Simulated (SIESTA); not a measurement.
The system is MnAs.

```xyz
4
Lattice="3.7100 0.0000 0.0000 -1.8550 3.2130 0.0000 0.0000 0.0000 5.6910" Properties=species:S:1:pos:R:3 pbc="T T T"
As    1.8550    1.0710    4.2683
As    0.0000    2.1420    1.4227
Mn    0.0000    0.0000    2.8455
Mn    0.0000    0.0000    0.0000
```

Base run:

* Program: SIESTA 5.4.2
* Functional: PBEsol
* Potentials or basis: PseudoDojo 0.4 standard (PBEsol files)
* Basis: DZ (energy shift 0.003 Ry; two zetas on semicore shells)
* Grid cutoff: 800 Ry
* Energy shift: 0.003 Ry
* k mesh: 8 × 8 × 5
* Occupations: fermi-dirac, width 0.05 eV
* Spin: collinear spin, ferromagnetic start
* Starting moments: [0.0, 0.0, 4.0, 4.0] μB

Its results: band gap on the k mesh none (metal or under the smearing width); pressure -8.1 GPa; net moment 6.59 μB per cell; site moments As -0.21; Mn +3.50 μB.

Task: The run is repeated on the same cell with these changes: basis from DZ (energy shift 0.003 Ry; two zetas on semicore shells) to SZP (energy shift 0.003 Ry). What comes out?

Result: Band gap on the k mesh none (metal or under the smearing width); pressure -2.2 GPa; net moment 6.44 μB per cell; site moments As -0.34; Mn +3.56 μB.

Caveats: short orbitals over semicore shells can move pressures by several GPa; the basis of atomic orbitals isn't converged, which shifts pressures, moduli and gaps; only a ferromagnetic start was run, and an antiferromagnetic order may lie lower in energy; the basis has no polarisation orbitals (some runs).
